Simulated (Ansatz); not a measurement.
# SrVO3: the cost of one run

Computed with Ansatz 0.2.0 (DFT PBE+U (U_eff = 3.2 eV on V 3d), scalar-relativistic, plane waves, PAW, unless a step's input says otherwise).

These runs use a low cutoff (300 eV) and a coarse mesh on purpose, to show what cheap settings give: their numbers aren't properties of the material.

## Step 1: The structure to begin with

It takes space group Pm-3m (No. 221, cubic). The conventional cell has a = 3.841 Å, b = 3.841 Å, c = 3.841 Å, α = 90.00°, β = 90.00°, γ = 90.00°. Sr (site symmetry m-3m) has 12 O at 2.72 Å as nearest neighbours. V (site symmetry m-3m) has 6 O at 1.92 Å as nearest neighbours. O (site symmetry 4/mmm) has 2 V at 1.92 Å and 4 Sr at 2.72 Å as nearest neighbours.

Structure file:

```
CELL_PARAMETERS angstrom
3.84090 0.00000 0.00000
0.00000 3.84090 0.00000
0.00000 0.00000 3.84090
ATOMIC_POSITIONS crystal
Sr 0.50000 0.50000 0.50000
V 0.00000 0.00000 0.00000
O 0.50000 0.00000 0.00000
O 0.00000 0.50000 0.00000
O 0.00000 0.00000 0.50000
```

Starting moments: V 1.00 μB.

## Step 2: Seeding the open shells on a coarse mesh

Input file input.yaml:

```yaml
crystal:
  lattice:
    - [3.8409, 0.0, 0.0]
    - [0.0, 3.8409, 0.0]
    - [0.0, 0.0, 3.8409]
  atoms:
    - { symbol: Sr, position: [0.5, 0.5, 0.5] }
    - { symbol: V, position: [0.0, 0.0, 0.0], spin: 1.0 }
    - { symbol: O, position: [0.5, 0.0, 0.0] }
    - { symbol: O, position: [0.0, 0.5, 0.0] }
    - { symbol: O, position: [0.0, 0.0, 0.5] }
basis:
  ecutwfc: 300
  ecutrho_ratio: 4
kpoints:
  mp_grid: { grid: [4, 4, 4] }
hamiltonian:
  xc: pbe
  hubbard: { sites: [{ species: V, l: d, u_eff: 3.25 }] }
scf:
  occupations: { method: gaussian, width: 0.05 }
output:
  forces: true
  stress: true
  eigenvalues: true
  populations: true
  hubbard: { sites: [{ species: V, l: d }] }
magnetization:
  spin_polarized: true
```

The run is started by

```bash
$ ansatz run input.yaml --threads 2 --pin off --max-ram 5120MiB --backend cpu --events-out ev --progress --plain --runs-dir out
```

What time and memory should one allow on 2 threads of Intel Xeon Platinum 8259CL at 2.50GHz (Skylake/Cascade Lake), shared host?

About 47 s, with a peak of 0.5 GiB.
